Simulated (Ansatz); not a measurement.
# Si₂H₄Se: up Jacob's ladder to CCSD(T)

One table from this session's results is given with a row withheld; the runs are named, their logs left out.

Program: Ansatz 0.2.0, Gaussian basis. Level of theory: functionals in def2-TZVPP, the program's frozen cores in correlated methods. These are calculated values, not measurements.

Levels to be run: LDA (SPW92), PBE-D4, revPBE-D4, BLYP-D4, r2SCAN-D4, B97M-V, PBE0-D4, B3LYP-D4, r2SCANh-D4, r2SCAN0-D4, HSE06-D4, BHLYP-D4, CAM-B3LYP-D4, LC-ωPBE, ωB97X-V, ωB97M-V, B2PLYP, PBE-QIDH; CCSD(T)/def2-SVP; CCSD(T)/def2-TZVPP; MP2/def2-QZVPP; extrapolation to the limit; RPA on PBE.

## The geometry

All runs share one geometry, relaxed beforehand with PBE0-D4 in a triple-zeta def2 set.

SMILES `[SiH2]1[SiH2][Se]1`, 7 atoms, charge 0, spin multiplicity 1.

Atoms are counted from 1 here; the program's logs count them from 0.

Bond lengths: Si1–Si2 2.256 Å, Si1–Se3 2.293 Å, Si1–H4 1.482 Å, Si1–H5 1.482 Å, Si2–Se3 2.293 Å, Si2–H6 1.482 Å, Si2–H7 1.482 Å. Angles: Si2–Si1–Se3 60.5°, Si2–Si1–H4 121.7°, Si2–Si1–H5 121.7°, Se3–Si1–H4 115.3°, Se3–Si1–H5 115.3°, H4–Si1–H5 111.9°, Si1–Si2–Se3 60.5°, Si1–Si2–H6 121.7°, Si1–Si2–H7 121.7°, Se3–Si2–H6 115.3°, Se3–Si2–H7 115.3°, H6–Si2–H7 111.9°, Si1–Se3–Si2 58.9°.

Set-up of the first run:

The input, in.yaml:

```yaml
crystal:
  periodic: [false, false, false]
  atoms:
    - {symbol: Si, position_ang: [-0.974446, -0.222708, -0.530860]}
    - {symbol: Si, position_ang: [0.971300, -0.026824, 0.593683]}
    - {symbol: Se, position_ang: [0.167332, 1.765165, -0.589902]}
    - {symbol: H, position_ang: [-1.057303, -0.942750, -1.823154]}
    - {symbol: H, position_ang: [-2.282835, -0.180019, 0.163125]}
    - {symbol: H, position_ang: [1.006439, 0.150940, 2.064224]}
    - {symbol: H, position_ang: [2.230812, -0.611905, 0.077284]}
basis:
  gaussian: {orbitals: def2-TZVPP}
hamiltonian: {xc: lda}
output: {orbitals: {seedname: orbitals}}
```

The run is started by

```console
$ ansatz run in.yaml --threads 2 --pin off --events-out ev --progress --plain --max-ram 4352MiB
```

Among the steps run: LDA; PBE-D4 (GGA); revPBE-D4 (GGA); BLYP-D4 (GGA); r2SCAN-D4 (meta-GGA); B97M-V (meta-GGA); B3LYP-D4 (hybrid); r2SCANh-D4 (hybrid); r2SCAN0-D4 (hybrid); HSE06-D4 (hybrid); BHLYP-D4 (hybrid); CAM-B3LYP-D4 (range-separated); LC-ωPBE (range-separated); ωB97X-V (range-separated); ωB97M-V (range-separated); B2PLYP (double hybrid); PBE-QIDH (double hybrid).

One table of the session follows, with a row left open; its other results are not shown here.

It belongs to the step «Frontier levels by functional». 

```
  functional  HOMO (eV)  gap (eV)
 LDA (SPW92)      -6.10      4.54
      PBE-D4          ?         ?
   revPBE-D4      -5.96      4.72
     BLYP-D4      -5.79      4.57
   r2SCAN-D4      -6.26      5.26
      B97M-V      -6.35      5.26
     PBE0-D4      -7.07      6.57
    B3LYP-D4      -6.81      6.09
  r2SCANh-D4      -6.65      5.93
  r2SCAN0-D4      -7.25      6.93
    HSE06-D4      -6.68      5.81
    BHLYP-D4      -7.96      8.31
CAM-B3LYP-D4      -8.26      8.73
     LC-ωPBE      -9.61     11.23
     ωB97X-V      -9.28     10.77
     ωB97M-V      -9.15     10.36
```

**Question.** Estimate the row for PBE-D4.

As computed: HOMO (eV): -6.00; gap (eV): 4.67. In the column «HOMO (eV)» it lies between LDA (SPW92) (-6.10) and revPBE-D4 (-5.96).
